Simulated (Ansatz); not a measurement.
Input of an Ansatz 0.2.0 run:

Contents of input.yaml:

```yaml
crystal:
  lattice:
    - [2.61432, 0.0, 0.0]
    - [0.0, 2.61432, 0.0]
    - [0.0, 0.0, 23.8]
  atoms:
    - { symbol: Mn, position: [0.0, 0.0, 0.29412], spin: 4.0 }
  periodic: [true, true, false]
kpoints:
  mp_grid: { grid: [10, 10, 1] }
  band_path:
    path:
      - [0.0, 0.0, 0.0]
      - [0.0, 0.5, 0.0]
      - [0.5, 0.5, 0.0]
      - [0.0, 0.0, 0.0]
      - [0.0, 0.0, 0.5]
      - [0.0, 0.5, 0.5]
      - [0.5, 0.5, 0.5]
      - [0.0, 0.0, 0.5]
    npoints: 10
scf:
  occupations: { method: fermi_dirac, width: 0.05 }
hamiltonian:
  xc: pbe
  pseudopotentials: { kind: all_electron, lapw: { basis_error: 0.002 } }
magnetization:
  spin_polarized: true
output:
  forces: true
  stress: true
  eigenvalues: true
  fatbands: true
  dos: { projected: true, de: 0.1, e_range: [-14, 6] }
  populations: true
```

Potentials or basis: all-electron LAPW, scalar-relativistic.

Command:

```console
$ ansatz run input.yaml --threads 2 --pin off --max-ram 8192MiB --backend cpu --events-out ev --progress --plain --runs-dir out
```

Predict the work function.

3.67 eV.

Estimate the band gap along the path.

none (metal or under the smearing width).

Levels at the corners of the path, in eV from the Fermi level:
Spin up:
```
point  band 6  band 7  band 8  band 9  band 10  band 11  band 12  band 13  band 14
    Γ   -3.56   -3.02   -1.70   -1.70    -0.82    -0.61     3.09     3.57     4.36
    X   -3.42   -2.20   -1.71   -1.56     0.12     2.97     4.47     6.86     8.29
    M   -2.91   -2.91   -1.97   -0.06     5.05     5.05     9.07     9.65     9.71
    Γ   -3.56   -3.02   -1.70   -1.70    -0.82    -0.61     3.09     3.57     4.36
    Z   -3.56   -3.02   -1.70   -1.70    -0.82    -0.61     3.09     3.57     4.37
    R   -3.42   -2.20   -1.71   -1.56     0.12     2.97     4.47     6.86     8.29
    A   -2.91   -2.91   -1.97   -0.06     5.05     5.05     9.07     9.65     9.71
    Z   -3.56   -3.02   -1.70   -1.70    -0.82    -0.61     3.09     3.57     4.37
```
Spin down:
| point | band 4 | band 5 | band 6 | band 7 | band 8 | band 9 |
| --- | --- | --- | --- | --- | --- | --- |
| Γ | -45.58 | -4.45 | -0.60 | 0.29 | 0.46 | 2.31 |
| X | -45.56 | -0.81 | -0.16 | 0.87 | 1.48 | 1.83 |
| M | -45.76 | -1.32 | 0.71 | 0.71 | 2.04 | 3.54 |
| Γ | -45.58 | -4.45 | -0.60 | 0.29 | 0.46 | 2.31 |
| Z | -45.58 | -4.45 | -0.60 | 0.29 | 0.46 | 2.31 |
| R | -45.56 | -0.81 | -0.16 | 0.87 | 1.48 | 1.83 |
| A | -45.76 | -1.32 | 0.71 | 0.71 | 2.04 | 3.54 |
| Z | -45.58 | -4.45 | -0.60 | 0.29 | 0.46 | 2.31 |
